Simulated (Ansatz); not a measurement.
# C₂H₈GeO₃: a ladder of functionals and wavefunction methods

One table from this session's results is given with a row withheld; the runs are named, their logs left out.

Computed with Ansatz 0.2.0, Gaussian basis. Level: functionals in def2-TZVPP, the program's frozen cores in correlated methods.

The runs, in order: PBE-D4, r2SCAN-D4, PBE0-D4, B3LYP-D4, ωB97X-V, ωB97M-V, B2PLYP; CCSD(T)/def2-TZVPP; MP2/def2-QZVPP; extrapolation to the limit.

### The relaxed structure

All runs share one geometry, relaxed beforehand with PBE0-D4 in a triple-zeta def2 set.

SMILES `C[O][Ge]([CH3])([OH])[OH]`, 14 atoms, charge 0, spin multiplicity 1.

Atoms are counted from 1 here; the program's logs count them from 0.

Bond lengths: C1–O2 1.410 Å, C1–H7 1.096 Å, C1–H8 1.092 Å, C1–H9 1.097 Å, O2–Ge3 1.770 Å, Ge3–C4 1.921 Å, Ge3–O5 1.766 Å, Ge3–O6 1.778 Å, C4–H10 1.090 Å, C4–H11 1.090 Å, C4–H12 1.090 Å, O5–H13 0.961 Å, O6–H14 0.960 Å. Angles: O2–C1–H7 111.7°, O2–C1–H8 108.0°, O2–C1–H9 112.1°, H7–C1–H8 108.4°, H7–C1–H9 108.3°, H8–C1–H9 108.2°, C1–O2–Ge3 120.0°, O2–Ge3–C4 107.2°, O2–Ge3–O5 111.1°, O2–Ge3–O6 108.5°, C4–Ge3–O5 111.3°, C4–Ge3–O6 115.8°, O5–Ge3–O6 102.9°, Ge3–C4–H10 109.3°, Ge3–C4–H11 109.8°, Ge3–C4–H12 109.9°, H10–C4–H11 109.3°, H10–C4–H12 109.0° and more.

The first run:

in.yaml

```yaml
crystal:
  periodic: [false, false, false]
  atoms:
    - {symbol: C, position_ang: [-1.819296, -1.060786, 0.695661]}
    - {symbol: O, position_ang: [-1.069373, 0.129904, 0.603818]}
    - {symbol: Ge, position_ang: [0.488965, 0.130884, -0.235829]}
    - {symbol: C, position_ang: [0.996842, 1.966391, -0.488934]}
    - {symbol: O, position_ang: [0.379719, -0.722951, -1.777428]}
    - {symbol: O, position_ang: [1.630546, -0.868544, 0.691823]}
    - {symbol: H, position_ang: [-2.084592, -1.450717, -0.293358]}
    - {symbol: H, position_ang: [-2.741311, -0.837341, 1.236980]}
    - {symbol: H, position_ang: [-1.282002, -1.845095, 1.243369]}
    - {symbol: H, position_ang: [0.331846, 2.426083, -1.220125]}
    - {symbol: H, position_ang: [2.022827, 2.018355, -0.851874]}
    - {symbol: H, position_ang: [0.915872, 2.506390, 0.454333]}
    - {symbol: H, position_ang: [0.706781, -1.622893, -1.699048]}
    - {symbol: H, position_ang: [1.523185, -0.769670, 1.640600]}
basis:
  gaussian: {orbitals: def2-TZVPP}
hamiltonian: {xc: pbe, dispersion: d4}
output: {forces: true, orbitals: {seedname: orbitals}}
```

Command:

```bash
> ansatz run in.yaml --threads 2 --pin off --events-out ev --progress --plain --max-ram 22528MiB --backend cuda --devices 0, --max-vram 18GiB
```

Among the steps run: PBE-D4 (GGA); r2SCAN-D4 (meta-GGA); PBE0-D4 (hybrid); B3LYP-D4 (hybrid); ωB97X-V (range-separated); ωB97M-V (range-separated); B2PLYP (double hybrid); CCSD(T) in def2-TZVPP; MP2 in def2-QZVPP.

One of the session's tables, all rows but one given; the rest of the session is left out.

It belongs to the step «Atomisation energies». 

| method | atomisation energy (eV) |
| --- | --- |
| PBE-D4 | 55.639 |
| r2SCAN-D4 | 54.861 |
| PBE0-D4 | 54.446 |
| B3LYP-D4 | 54.481 |
| ωB97X-V | 54.884 |
| ωB97M-V | 54.771 |
| B2PLYP | 54.166 |
| HF/def2-TZVPP | 38.783 |
| MP2/def2-TZVPP | 54.787 |
| CCSD/def2-TZVPP | 52.845 |
| CCSD(T)/def2-TZVPP | 53.698 |
| MP2/CBS | ? |
| CCSD(T)/CBS | 55.060 |

Estimate the missing values for MP2/CBS.

The run gave: atomisation energy (eV): 56.149. In the column «atomisation energy (eV)» it is the highest.
